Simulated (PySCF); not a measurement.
# Solver options tried on InS

The same problem is solved with other solver options, one edit a run.

The runs use PySCF 2.14.0; each script names its method and basis.

5 further runs of the same task are left out: 5 that didn't finish.

## Step 1: Starting geometry

InS: 2 atoms, charge 0, spin multiplicity 2.

Bond lengths: In1–S2 2.375 Å.

## Step 2: Base script

Contents of input.py:

```python
from pyscf import gto, dft

mol = gto.M(
    atom='In 0 0 0; S 0 0 2.375',
    basis='lanl2dz',
    ecp={'In': 'lanl2dz', 'S': 'lanl2dz'},
    charge=0,
    spin=1,
    verbose=4,
)
mf = dft.UKS(mol, xc='wb97')
mf.kernel()
g = mf.nuc_grad_method()
g.grid_response = True
g.kernel()
mf.dip_moment()
print('orbital energies (hartree):', [e[max(0, n-3):n+3].round(4) for e, n in zip(mf.mo_energy, mol.nelec)])
```

Run with:

```
$ python input.py
```

The log of this run is left out.

It gives: E(SCF) = -11.959691 Eh, 11 cycles, ⟨S²⟩ = 0.768, μ = 5.15 D, gradient on the second atom 0.0038 Eh/bohr.

The bond length is a typed value, not an optimised one.

## Step 3: Second-order solver on

Variant 1 changes second-order solver: off → on.

Contents of input.py:

```python
from pyscf import gto, dft

mol = gto.M(
    atom='In 0 0 0; S 0 0 2.375',
    basis='lanl2dz',
    ecp={'In': 'lanl2dz', 'S': 'lanl2dz'},
    charge=0,
    spin=1,
    verbose=4,
)
mf = dft.UKS(mol, xc='wb97')
mf = mf.newton()
mf.kernel()
g = mf.nuc_grad_method()
g.grid_response = True
g.kernel()
mf.dip_moment()
print('orbital energies (hartree):', [e[max(0, n-3):n+3].round(4) for e, n in zip(mf.mo_energy, mol.nelec)])
```

Run with:

```
$ python input.py
```

## Step 4: Point-group symmetry on

Variant 2 changes point-group symmetry: off → on.

input.py, as its differences from that of step 2:

```diff
@@ -8,2 +8,3 @@
     spin=1,
+    symmetry=True,
     verbose=4,
```

## Step 5: Convergence threshold 1e-16 hartree

Variant 3 changes convergence threshold: default → 1e-16 hartree.

input.py, as its differences from that of step 2:

```diff
@@ -11,2 +11,3 @@
 mf = dft.UKS(mol, xc='wb97')
+mf.conv_tol = 1e-16
 mf.kernel()
```

## Step 6: DIIS space 12

Variant 4 changes DIIS space: default → 12.

input.py, as its differences from that of step 2:

```diff
@@ -11,2 +11,3 @@
 mf = dft.UKS(mol, xc='wb97')
+mf.diis_space = 12
 mf.kernel()
```

What does the calculation give? Wanted: for each run, E(SCF); from base; gap, α spin; SCF dipole.

**Answer**, as computed:

```csv
run,E(SCF) (hartree),from base (eV),cycles,"gap, α spin (eV)",SCF dipole (D)
base,-11.959691,0,11,9.14,5.15
second-order solver on,-11.959691,0.0000,3 macro,9.14,5.15
point-group symmetry on,-11.959691,0.0000,11,9.14,5.15
convergence threshold 1e-16 hartree,-11.959691,0.0000,17,9.14,5.15
DIIS space 12,-11.959691,0.0000,11,9.14,5.15
```

Distance from each run's final energy (log10 hartree) by cycle:

```csv
run,cycle 1,cycle 2,cycle 3,cycle 5,cycle 8,cycle 12
base,-1.3,-1.7,-2.7,-4.3,-7.7,done
second-order solver on,-3.9,-9.6,< -11,done,done,done
point-group symmetry on,-1.3,-1.7,-2.7,-4.3,-7.7,done
convergence threshold 1e-16 hartree,-1.3,-1.7,-2.7,-4.3,-7.7,< -11
DIIS space 12,-1.3,-1.7,-2.7,-4.3,-7.7,done
```

In words: With second-order solver on or point-group symmetry on or convergence threshold 1e-16 hartree or DIIS space 12 the SCF ends at the base energy. With point-group symmetry on, DIIS space 12 the path hardly changes: 11 cycles against 11.
